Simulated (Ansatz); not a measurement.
# Ta3N (P-3m1) in Ansatz: convergence with ecutfock ratio

Aim: find how far ecutfock ratio must go before the results for Ta3N settle, at HSE06. This setting moves, with any that are tied to it; all else stays.

All numbers are computed with Ansatz 0.2.0; they aren't measurements. Logs are shortened: lines on timing, memory, paths and dates and some standing lists are left out, and cuts for length are marked.

**1. The crystal as given**

It takes space group P-3m1 (No. 164, trigonal). The conventional cell has a = 3.032 Å, b = 3.032 Å, c = 7.524 Å, α = 90.00°, β = 90.00°, γ = 120.00°. Ta (site symmetry 3m) has 3 N at 2.19 Å as nearest neighbours. Ta (site symmetry -3m) is surrounded by 12 Ta at 3.01 to 3.03 Å. Around N (site symmetry -3m) lie 6 Ta at 2.19 Å.

The cell comes from a database or a generator and needn't be the stable form of this composition.

**2. With ecutfock ratio 1**

Contents of input.yaml:

```yaml
crystal:
  lattice:
    - [3.0322239879, 0.0, 0.0]
    - [-1.516111994, 2.6259830035, 0.0]
    - [0.0, 0.0, 7.524137]
  atoms:
    - { symbol: Ta, position: [0.6666666667, 0.3333333333, 0.82607] }
    - { symbol: Ta, position: [0.3333333333, 0.6666666667, 0.17393] }
    - { symbol: Ta, position: [0.0, 0.0, 0.5] }
    - { symbol: "N", position: [0.0, 0.0, 0.0] }
hamiltonian:
  xc: hse06
  pseudopotentials: { kind: paw }
kpoints:
  mp_grid: { grid: [5, 5, 2] }
scf:
  occupations: { method: fermi_dirac, width: 0.1 }
  exx: { ecutfock_ratio: 1 }
output:
  forces: true
  stress: true
  eigenvalues: true
```

Potentials or basis: Ansatz PAW.

Run with:

```
ansatz run input.yaml --threads 2 --pin off --max-ram 5632MiB --backend cpu --events-out ev --progress --plain --runs-dir out
```

Run time: 11 s. Hardware: 2 threads of Arm Neoverse V2, shared host; peak memory 0.72 GiB.

What came out:

```yaml
Free_energy: -30184.1891 eV
Pressure: -5.0 GPa
Largest_force: 0.567 eV/Å
Band_gap_on_the_k_mesh: none (metal or under the smearing width)
```

**3. With ecutfock ratio 2**

Changes to input.yaml since step 2:

```diff
@@ -17,3 +17,3 @@
   occupations: { method: fermi_dirac, width: 0.1 }
-  exx: { ecutfock_ratio: 1 }
+  exx: { ecutfock_ratio: 2 }
 output:
```

Potentials or basis: Ansatz PAW.

Run with:

```
ansatz run input.yaml --threads 2 --pin off --max-ram 5632MiB --backend cpu --events-out ev --progress --plain --runs-dir out
```

It took 12 s on 2 threads of Arm Neoverse V2, shared host; peak memory 0.76 GiB.

Results:

```yaml
Free_energy: -30184.1980 eV
Pressure: -5.0 GPa
Largest_force: 0.568 eV/Å
Band_gap_on_the_k_mesh: none (metal or under the smearing width)
```

**4. With ecutfock ratio 3**

Changes to input.yaml since step 3:

```diff
@@ -17,3 +17,3 @@
   occupations: { method: fermi_dirac, width: 0.1 }
-  exx: { ecutfock_ratio: 2 }
+  exx: { ecutfock_ratio: 3 }
 output:
```

Run with:

```
ansatz run input.yaml --threads 2 --pin off --max-ram 5632MiB --backend cpu --events-out ev --progress --plain --runs-dir out
```

Run time: 14 s. Hardware: 2 threads of Arm Neoverse V2, shared host; peak memory 0.86 GiB.

Results (log left out):

```yaml
Free_energy: -30184.1981 eV
Pressure: -5.0 GPa
Largest_force: 0.568 eV/Å
Band_gap_on_the_k_mesh: none (metal or under the smearing width)
```

**5. With ecutfock ratio 4**

Changes to input.yaml since step 4:

```diff
@@ -17,3 +17,3 @@
   occupations: { method: fermi_dirac, width: 0.1 }
-  exx: { ecutfock_ratio: 3 }
+  exx: { ecutfock_ratio: 4 }
 output:
```

Potentials or basis: Ansatz PAW.

Run with:

```
ansatz run input.yaml --threads 2 --pin off --max-ram 5632MiB --backend cpu --events-out ev --progress --plain --runs-dir out
```

Output:

```text
Warning: output.stress: scf.convergence.dr2_threshold = 1e-7 eV (the SCF's general default) is looser than the 4e-10 eV advised for a printed stress (1e-10 eV for each atom of the cell: 4). What an SCF threshold leaves in a stress goes as its square root, and in the free energy as the threshold itself, and one threshold admits the most on a small cell: of the crystals measured, under no hybrid functional and no lock of the moments, on runs that ended without the residual-converged pass, on stresses that held no estimate of that error, the worst erred by over 100 MPa in a component at 1e-7 eV an atom and by under 5 at 1e-10. Set scf.convergence.dr2_threshold to 4e-10 eV or tighter. The threshold is an SCF's pass mark: one that does not reach it within its budget of iterations ends unconverged, or closes short of it on a stop that the run arms, and scf.convergence.dr2_threshold's page says what that costs each kind of run
Warning: output.stress: scf.exx.energy_threshold = 1e-6 eV is looser than the 4e-8 eV advised for a stress under a hybrid functional (1e-8 eV for each atom of the cell: 4). Every SCF of the exchange loop can meet its threshold on dr2 while the loop round them stops early: no threshold on dr2 bounds what that leaves in the stress. Set scf.exx.energy_threshold to 4e-8 eV or tighter. The threshold is the loop's pass mark: a loop that does not reach it within its budget of cycles ends unconverged, and scf.exx.energy_threshold's page has the law
Warning: RAYON_NUM_THREADS=2 ignored (pool sized by the plan → 2); use --threads N
Engine: ansatz 0.2.0, aarch64-unknown-linux-gnu
Pseudopotentials: kind: paw
Pseudopotential: Ta, paw, valence charge 13, recommended cutoff 420 eV (normal), Ta.paw.azcp
Pseudopotential: N, paw, valence charge 5, recommended cutoff 420 eV (normal), N.paw.azcp
Functional definition: HSE06
  parameter a = 0.25
  parameter omega = 0.11/bohr
  exchange = pbe_x - a*pbe_x_sr(omega) + a*exact_x_sr(omega)
  correlation = pbe_c
Crystal: 4 atoms, lattice volume = 59.911 Å³
Basis set: ecut = 420 eV, 1189 PW (Γ), exchange–correlation on 48×48×108 points (8 copies of the dense FFT grid, shifted against one another)
Bands: 27, of which v1, the nominal top of the filled ones, is band 22 counted from 1 (21 counted from 0)
Symmetry: 12 space group operations
Space group: P-3m1 (ITA 164), of the structure as read, at distance tolerance 3.9e-5 Å
k-points: 10 of 50
Non-local potential: Ta, projectors of the file, l = 0: 3, l = 1: 2, l = 2: 2, l = 3: 1
Non-local potential: N, projectors of the file, l = 0: 2, l = 1: 2, l = 2: 1
PAW form: soft (Blöchl's): semilocal exchange-correlation on the pseudo side does not see the compensation charge
PAW frozen core: Ta, regenerated for the run's functional, and the local potential with it (the file was generated under x = pbe(κ = 0.804, μ = 0.2195149727645171), c = pbe(β = 0.06672455060314922))
PAW frozen core: N, regenerated for the run's functional, and the local potential with it (the file was generated under x = pbe(κ = 0.804, μ = 0.2195149727645171), c = pbe(β = 0.06672455060314922))
PAW one-centre angular grid: Ta, 590 points (default); XC on 64 Gauss nodes
PAW one-centre angular grid: N, 110 points (default); XC on 64 Gauss nodes
Initial density: superposition of atomic densities (neutral atoms: chi_scale 0, normalization atom), corrected by the library's trained network
Initial wavefunctions: pseudopotential atomic-orbital guess
Functional: x = pbe(κ = 0.804, μ = 0.2195149727645171), c = pbe(β = 0.06672455060314922), warm-up for x = pbe(κ = 0.804, μ = 0.2195149727645171) + 0.25 (exact − pbe) at short range (hse, ω = 0.20786987370883472 Å⁻¹), c = pbe(β = 0.06672455060314922); HSE06 as pw.x's `hse` composes it (authors' and Libxc's form: `xc: wpbeh`)
SCF iter   1: F=—  HF=-30182.625894 eV  |F-HF|=—  |Δ(HF+E_count)|=         —  Δρ=1.01e-2  dr2=5.62e-2  ethr=1.77e-3  ⟨swp⟩=5.0  Hψ=1074  notcnv=0
[... 42 lines left out ...]
SCF iter   8: F=—  HF=-30184.198125 eV  |F-HF|=—  |Δ(HF+E_count)|=   3.49e-9  Δρ=7.54e-7  dr2=5.37e-10  ethr=1.00e-12  ⟨swp⟩=5.1  Hψ=689  notcnv=0
SCF iter   9: F=-30184.198125 eV  HF=-30184.198125 eV  |F-HF|=7.28e-11  |Δ(HF+E_count)|=  5.86e-10  Δρ=3.65e-7  dr2=1.09e-10  ethr=1.00e-12  ⟨swp⟩=4.3  Hψ=604  notcnv=0
SCF 3 converged in 9 iterations: F = -30184.198125 eV  dr2 = 1.09e-10
  Residual-converged pass: ⟨swp⟩=3.1  Hψ=579  notcnv=0  max |occ|·‖R‖ = 2.6e-7 eV (tolerance 2.7e-7 eV)  dr2=1.09e-10  dr2_onsite=1.24e-12  max |Δocc| = 2.2e-13
hybrid outer 2: dexx = +2.030e-6 eV, tail = 1.45e-8 eV, Δε = 2.42e-3 eV (about 5.71e-5 eV left of the loop's levels), ΔF = 9.44e-4 eV/Å (tail 2.72e-4)
hybrid SCF converged: 2 outer / 18 inner (+9 warm-up), last move |dexx| = 2.03e-6 eV, tail = 1.45e-8 eV
Stability not checked: this state was not tested for a lower state beside it, because the functional holds exact exchange (a hybrid, or Hartree-Fock), whose exchange loop this test does not read (fock_operator; see scf.lower_state_search)
Free energy (F): -30184.198125 eV
Frozen-core exchange: fock
Harris-Foulkes:  -30184.198125 eV  (|F-HF|=7.28e-11)
Internal energy: -30184.123871 eV  (E = F + TS)
E sigma→0 (E₀):  -30184.160998 eV
Entropy (-TS):   -0.074254 eV (-18.564 meV/atom)
Fermi energy:    18.942998 eV
--- Per-component energies (eV) ---
  E_band       = -384.249024
  E_kinetic    = 1222.578382
  E_local      = -1875.892385  (includes V_loc(G=0)·N_el)
  E_nonlocal   = 92.259939
  E_hartree    = 652.365253
  E_xc         = -571.162519
  E_vxc        = -547.073619  (∫ρ·V_xc dr)
  E_exx        = -120.880421  (= α·E_x^exact, valence–valence)
  E_paw        = -25339.078970  (= ΣΔE_a)
  E_vpaw       = -339.091180  (= ΣTr[D̂ρ^β])
  E_aug_tail   = 0.000540  (compensation charges beyond the density's cutoff)
  E_ewald      = -4234.232586
  E_core_change = -10.081104  (= ΣΔE_core)
  E_smearing   = -0.074254  (= −TS)
  E_closure    = 0.000000  (closes the sum)
  Σ components = -30184.198125   (vs F -30184.198125, Δ=7.28e-12)
--- Forces (eV/Å), atoms counted from 1 ---
  atom   1  Ta     0.00000000    -0.00000000     0.56785633
  atom   2  Ta     0.00000000     0.00000000    -0.56785633
  atom   3  Ta    -0.00000000     0.00000000     0.00000000
  atom   4  N     -0.00000000    -0.00000000     0.00000000
  max |Σ_I F_I| component: 9.25e-18 eV/Å
--- Stress (GPa, compression-positive) ---
       -6.769828       0.000000      -0.000000
        0.000000      -6.769828       0.000000
       -0.000000       0.000000      -1.521518
  P = ⅓ Tr σ = -5.0204 GPa (-50.204 kbar)
--- Band table (eV; the first three rows and the last of 10) ---
  k-point 0: bands = ["-53.3472", "-53.3159", "-52.6166", "-18.8386", "-18.4994", "-18.1214", "-18.1214", "-18.0924", "-18.0924", "-17.5515", "-17.3047", "-17.3047", "-0.4812", "9.0728", "11.0578", "12.4943", "12.4943", "14.7031", "16.8861", "18.4638", "18.4638", "18.5672", "19.5293", "19.5293", "19.9170", "21.1381", "21.1381"]
  k-point 1: bands = ["-53.3459", "-53.3173", "-52.6165", "-18.9385", "-18.3246", "-18.1237", "-18.1237", "-18.0900", "-18.0900", "-17.6282", "-17.3048", "-17.3048", "-0.4609", "8.7397", "11.6809", "12.4894", "12.4894", "14.4129", "17.2610", "17.4822", "18.6769", "18.6769", "19.8350", "19.8350", "20.2893", "20.5822", "20.5822"]
  k-point 2: bands = ["-53.3237", "-53.2976", "-52.5973", "-18.7789", "-18.5258", "-18.3783", "-18.3334", "-18.2095", "-18.1373", "-17.5665", "-17.5482", "-17.3625", "-0.1266", "10.0596", "10.7598", "12.4632", "12.7852", "15.3903", "15.7528", "16.9142", "17.9076", "18.9126", "19.4720", "19.9105", "20.3890", "20.4787", "21.4098"]
  k-point 9: bands = ["-53.2692", "-53.2627", "-52.5561", "-18.9679", "-18.8391", "-18.5800", "-18.4991", "-18.3581", "-18.3564", "-17.9054", "-17.6331", "-17.5531", "0.4709", "9.8410", "11.1995", "11.4705", "15.2527", "15.7313", "15.9208", "16.5751", "16.9189", "17.7375", "19.6674", "19.8953", "22.3026", "23.1943", "23.4115"]
```

Wall time 14 s (2 threads of Arm Neoverse V2, shared host); peak memory 0.85 GiB.

What came out:

```yaml
Free_energy: -30184.1981 eV
Pressure: -5.0 GPa
Largest_force: 0.568 eV/Å
Band_gap_on_the_k_mesh: none (metal or under the smearing width)
```

**6. The series at a glance**

```csv
ecutfock ratio,"energy less the tightest run, at zero smearing (meV/atom)",SCF cycles,CPU time (s),peak memory (GiB)
1,2.25,26,21,0.72
2,0.04,27,23,0.76
3,0.00,27,26,0.86
4,0.00,27,25,0.85
```

Against the tightest run, the energy stays within 1 meV/atom from 2 on. The tightest run that finished is the yardstick and may itself not be fully converged.

Caveats: all runs use coarse meshes; the PAW data sets come from PBE, with cores solved anew for the run's functional, which leaves a small shift of forces and pressure; the thresholds are loose for stress.
